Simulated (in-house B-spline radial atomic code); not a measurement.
# Gd⁴⁷⁺: excited configurations

Wanted: excitation energies of Gd⁴⁷⁺ as differences of total energies (ΔSCF).

Method: Dirac-Hartree-Fock, average of configuration, Fermi nucleus, basis-set limit. Code: in-house B-spline radial atomic code version 1.

## 1. The atom as given

| Quantity | Value |
| --- | --- |
| element | gadolinium (Z = 64) |
| charge | +47 |
| electrons | 17 |
| configuration | [Ne] 3s2 3p5 |
| Hamiltonian | Dirac-Coulomb |
| nucleus | Fermi, rms radius 5.157 fm |

Outer shells as boxes (Hund's rule):

[Ne] 3s2 3p5
```
[Ne] core
3s [↑↓]
3p [↑↓][↑↓][↑ ]
```

The boxes draw the filling by Hund's rule, which heavy ions in jj coupling don't follow; these runs average over all states of the configuration.

Settings, as recorded:

```ini
Z = 64
electrons = 17.0
configuration = [Ne] 3s2 3p5
hamiltonian = dirac
method = hf
spin_polarised = False
nucleus = fermi
rms_radius = 5.1569
mass_number = 158
atomic_mass = 157.9241112
speed_of_light = 137.035999084
```

The reference is known from an earlier run: -9212.970786 hartree in all. Up to eight levels, counted from the top:

```
orbital  occupation  energy (eV)  <r> (bohr)
  1s1/2           2     -53630.2     0.02190
  2s1/2           2     -11434.4     0.09157
  2p1/2           2     -11014.7     0.07660
  2p3/2           4     -10302.3     0.08315
  3s1/2           2     -4429.75      0.2248
  3p1/2     1.66667     -4266.88      0.2129
  3p3/2     3.33333     -4088.29      0.2229
```

## 2. Run with [Ne] 3s1 3p6

Settings, as recorded:

```ini
Z = 64
electrons = 17.0
configuration = [Ne] 3s1 3p6
hamiltonian = dirac
method = hf
spin_polarised = False
nucleus = fermi
rms_radius = 5.1569
mass_number = 158
atomic_mass = 157.9241112
speed_of_light = 137.035999084
```

## 3. Configuration [Ne] 3s1 3p5 7p1

Settings: those of step 2 with these lines changed.

```diff
@@ -2,3 +2,3 @@
 electrons = 17.0
-configuration = [Ne] 3s1 3p6
+configuration = [Ne] 3s1 3p5 7p1
 hamiltonian = dirac
```

## 4. [He] 2s2 2p5 3s2 3p5 6s1

Settings: those of step 3 with these lines changed.

```diff
@@ -2,3 +2,3 @@
 electrons = 17.0
-configuration = [Ne] 3s1 3p5 7p1
+configuration = [He] 2s2 2p5 3s2 3p5 6s1
 hamiltonian = dirac
```

## 5. Run with [Ne] 3s1 3p5 7g1

Settings: those of step 4 with these lines changed.

```diff
@@ -2,3 +2,3 @@
 electrons = 17.0
-configuration = [He] 2s2 2p5 3s2 3p5 6s1
+configuration = [Ne] 3s1 3p5 7g1
 hamiltonian = dirac
```

## 6. Configuration [He] 2s2 2p5 3s2 3p5 6g1

Settings: those of step 5 with these lines changed.

```diff
@@ -2,3 +2,3 @@
 electrons = 17.0
-configuration = [Ne] 3s1 3p5 7g1
+configuration = [He] 2s2 2p5 3s2 3p5 6g1
 hamiltonian = dirac
```

Before running: How far above the reference does each configuration lie (order and size, in eV)?

As calculated:

| net move | configuration | energy above the reference (eV) | with Breit, QED, recoil (eV) | largest <r> (bohr) |
| --- | --- | --- | --- | --- |
| 3s → 3p | [Ne] 3s1 3p6 | 290.79 | 289.01 | 0.225 |
| 3s → 7p | [Ne] 3s1 3p5 7p1 | 3745.50 | 3739.50 | 1.42 |
| 3s → 7g | [Ne] 3s1 3p5 7g1 | 3785.93 | 3779.65 | 1.31 |
| 2p → 6s | [He] 2s2 2p5 3s2 3p5 6s1 | 9546.54 | 9527.62 | 1.01 |
| 2p → 6g | [He] 2s2 2p5 3s2 3p5 6g1 | 9645.07 | 9625.52 | 0.909 |

Quantum defects of the promoted electron, δ = n − ζ/√(−2ε) with ζ = 48 and ε its orbital energy in hartree:

| promotion | δ |
| --- | --- |
| 3s → 7p | 0.227 |
| 3s → 7g | 0.017 |
| 2p → 6s | 0.327 |
| 2p → 6g | 0.016 |

The lowest of them is 3s → 3p at 290.79 eV and the highest 2p → 6g at 9645.07 eV. 2 of them lie more than 2 % above the ionisation threshold that Koopmans' theorem gives (4088.29 eV), where such states can decay by emitting an electron. Of those tabulated, the defect is largest for 6s (0.33) and least for 6g (0.02); at this charge much of the defect is relativistic. Two partly filled shells share a symmetry and can mix in the average, which may lower the energy, for: 3s → 7p; 2p → 6s; 2p → 6g. These are averages over configurations, without correlation, not spectroscopic levels.
